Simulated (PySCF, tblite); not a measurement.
**C₂H₆FNSi+ (doublet): geometry, infrared bands and EPR parameters**

Aim: predict the infrared bands and EPR parameters of C₂H₆FNSi+ (doublet) (`C=C[Si@H]([NH2+])F`).

Programs: tblite 0.8.0 and PySCF 2.14.0, with density-fitted response routines of our own. Each step states its level of theory. These are calculated values for one molecule in the gas phase, unless marked as measured. Atoms are numbered from 0 throughout.

**1. The starting structure**

11 atoms, charge 1, multiplicity 2; geometry from: force field or distance geometry start.

Bonds of the start (Å): C0–C1 1.32, C1–Si2 1.84, Si2–N3 1.81, Si2–F4 1.70, C0–H5 1.08, C0–H6 1.08, C1–H7 1.09, Si2–H8 1.49, N3–H9 1.01, N3–H10 1.02.

**2. Optimising the geometry with GFN2-xTB**

The job: settings as JSON, then the geometry in Å.

```
{"job": {"kind": "relax", "xc": "GFN2-xTB", "basis": "xTB"}, "charge": 1, "multiplicity": 2}
C      1.732000     0.597800    -0.236100
C      0.952700    -0.467700    -0.317100
Si    -0.650900    -0.617800     0.572800
N     -1.928900     0.393300    -0.209000
F     -0.525200    -0.296800     2.232500
H      2.656900     0.571200    -0.800400
H      1.498400     1.491900     0.323100
H      1.311000    -1.310600    -0.914300
H     -1.090600    -2.028600     0.362600
H     -1.934600     0.333800    -1.220400
H     -2.015400     1.336300     0.180400
```

On the command line:

```
$ OMP_NUM_THREADS=1 python probes_run.py task.json out
```

One launch serves the whole session: the jobs run in the order shown.

**Question.** This job is followed by: GFN2-xTB harmonic vibrations, gas phase; UKS B3LYP, pcH-1 on C F H N Si, non-relativistic, mean-field spin-orbit, GIAO. What will the session give for the following? strongest single infrared mode (GFN2-xTB); zero-point energy (GFN2-xTB); g(iso) (B3LYP); ⟨S²⟩; largest a(iso) (averaged by class).

**Answer**, as computed:

```
                                 quantity                  value
strongest single infrared mode (GFN2-xTB)  3402 cm⁻¹, 204 km/mol
             zero-point energy (GFN2-xTB)          46.4 kcal/mol
                           g(iso) (B3LYP)                2.00356
                                     ⟨S²⟩     0.757 (exact 0.75)
       largest a(iso) (averaged by class)    1H on H8, 152.3 MHz
```

In words: The optimisation took 98 steps and gained 0.757 eV; among the close pairs (by a distance rule), C1–Si2 changed most, from 1.840 to 1.981 Å. All 27 modes are real, so the xTB geometry is a minimum. The strongest single mode, at 3402 cm⁻¹, moves mainly H10. GFN2-xTB is a fitted tight-binding method: band positions and strengths are rough. Its intensities can rank the bands wrongly. N3 carries the largest spin population, 0.52 e. The isotropic g lies 1.2 ppt above the free-electron value. These values are for one conformer; the search (at its own cheap level) found 1 more, at 0.69 kcal/mol, and measured spectra average over such forms.
